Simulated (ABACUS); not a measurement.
Input of an ABACUS 3.10.1 run:

Contents of INPUT:

```
INPUT_PARAMETERS
suffix              SiSe
calculation         scf
basis_type          lcao
pseudo_dir          ./
orbital_dir         ./
symmetry            1
dft_functional      pbesol
ecutwfc             100
pseudo_rcut         7
nspin               1
nbands              14
ks_solver           genelpa
smearing_method     fd
smearing_sigma      0.00367493
scf_thr             1e-07
scf_nmax            100
mixing_type         broyden
mixing_beta         0.7
cal_force           1
cal_stress          1
out_mul             1
```

Contents of STRU:

```
ATOMIC_SPECIES
Si 28.0850 Si.upf
Se 78.9710 Se.upf

NUMERICAL_ORBITAL
Si_confined-atom_7au_2s2p1d.orb
Se_confined-atom_7au_2s2p2d.orb

LATTICE_CONSTANT
6.7939433633

LATTICE_VECTORS
1.0000000000 0.0000000000 0.0000000000
-0.5000000000 0.8660241433 0.0000000000
0.0000000000 0.0000000000 1.0009818647

ATOMIC_POSITIONS
Cartesian

Si
0.0
1
0.5000050000 0.2886718277 0.5004909324 1 1 1

Se
0.0
1
0.0000000000 0.0000000000 0.0000000000 1 1 1
```

KPT

```
K_POINTS
0
Gamma
9 9 7 0 0 0
```

Potentials or basis: PseudoDojo NC SR 0.4.1 PBE standard, DZP LCAO (the cutoffs set its grid).

Run with:

```console
$ OMP_NUM_THREADS=1 mpirun -np 4 abacus > log
```

Q: Predict the band gap on the k mesh.

A: None (metal or under the smearing width).

Q: Predict the Mulliken charges.

A: Si +0.18; Se -0.18 e.

Stress tensor (GPa, compression positive):
```
-1.60  0.00  0.00
 0.00 -1.60  0.00
 0.00  0.00 -0.46
```

Caveat: the atomic orbitals were generated for these runs and aren't a published set; the potentials were made for another functional, which shifts forces and pressure; the basis of atomic orbitals isn't converged, which shifts pressures, moduli and gaps.
